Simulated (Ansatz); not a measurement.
# Cl2F2Ge: the cost of one run

Program: Ansatz 0.2.0. Level of theory: RHF/def2-SVP. These are calculated values, not measurements.

### 1 The system as given

Bond lengths: Ge1–Cl2 2.220 Å, Ge1–F3 1.680 Å, Ge1–F4 1.679 Å, Ge1–Cl5 2.218 Å. Angles: Cl2–Ge1–F3 109.4°, Cl2–Ge1–F4 109.5°, Cl2–Ge1–Cl5 109.5°, F3–Ge1–F4 109.5°, F3–Ge1–Cl5 109.5°, F4–Ge1–Cl5 109.5°.

Coordinates:

```xyz
5

Ge    0.0000    0.0000    0.0000
Cl    0.0000    0.0000    2.2200
F     1.5842    0.0000   -0.5594
F    -0.7913    1.3709   -0.5594
Cl   -1.0456   -1.8115   -0.7393
```

### 2 Preparing the start

File input.yaml:

```yaml
crystal:
  periodic: [false, false, false]
  atoms:
    - { symbol: Ge, position_ang: [0.0, 0.0, 0.0] }
    - { symbol: Cl, position_ang: [0.0, 0.0, 2.22] }
    - { symbol: F, position_ang: [1.5842, 0.0, -0.5594] }
    - { symbol: F, position_ang: [-0.7913, 1.3709, -0.5594] }
    - { symbol: Cl, position_ang: [-1.0456, -1.8115, -0.7393] }
basis:
  gaussian: { orbitals: def2-SVP }
hamiltonian:
  xc: hf
relax:
  f_tol: 0.02
  max_steps: 40
output:
  orbitals: {}
```

Started as:

```bash
ansatz run input.yaml --threads 1 --pin off --max-ram 2048MiB --backend cpu --events-out ev --progress --plain --runs-dir out
```

Q: Estimate wall time and peak memory on 1 thread of Arm Neoverse V1, shared host.

About 13 s, with a peak of 0.21 GiB.
